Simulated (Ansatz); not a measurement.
# AlF2H3S: the cost of one run

Program: Ansatz 0.2.0. Level of theory: RKS r2SCANh-D4/def2-SVP. These are calculated values, not measurements.

## (1) Starting point

Bond lengths: Al1–F3 1.637 Å, Al1–F4 1.640 Å, Al1–S6 2.636 Å, S6–H7 1.330 Å. Angles: F3–Al1–F4 127.8°, F3–Al1–S6 114.0°, F4–Al1–S6 111.5°, Al1–S6–H7 93.5°.

As a file:

```xyz
7

Al   -0.6194    0.6318    0.4517
H     0.4704    0.8128   -1.2188
F    -0.2622    1.8462    1.4897
F    -2.1027    0.0695    0.0367
H     0.9118    0.0273   -0.8279
S     1.1945   -1.2788    0.3738
H     0.4076   -2.1088   -0.3052
```

## (2) A restrained relaxation towards end A

Springs on the bonds that form and break draw the guess towards this end; the thresholds are loose.

input.yaml reads:

```yaml
crystal:
  periodic: [false, false, false]
  atoms:
    - { symbol: Al, position_ang: [-0.6194, 0.6318, 0.4517] }
    - { symbol: H, position_ang: [0.4704, 0.8128, -1.2188] }
    - { symbol: F, position_ang: [-0.2622, 1.8462, 1.4897] }
    - { symbol: F, position_ang: [-2.1027, 0.0695, 0.0367] }
    - { symbol: H, position_ang: [0.9118, 0.0273, -0.8279] }
    - { symbol: S, position_ang: [1.1945, -1.2788, 0.3738] }
    - { symbol: H, position_ang: [0.4076, -2.1088, -0.3052] }
basis:
  gaussian: { orbitals: def2-SVP }
hamiltonian:
  xc: r2scanh
  dispersion: d4
relax:
  f_tol: 0.15
  max_steps: 25
  restrain:
    - { distance: [0, 5], at: 3.56, k: 30.0 }
    - { distance: [4, 1], at: 1.92, k: 30.0 }
    - { distance: [0, 1], at: 1.52, k: 30.0 }
    - { distance: [4, 5], at: 1.36, k: 30.0 }
```

Run with:

```sh
ansatz run input.yaml --threads 2 --pin off --max-ram 3072MiB --backend cpu --events-out ev --progress --plain --runs-dir out
```

What time and memory should one allow on 2 threads of Intel Xeon Platinum 8488C (Sapphire Rapids), shared host?

About 14 s, with a peak of 0.21 GiB.
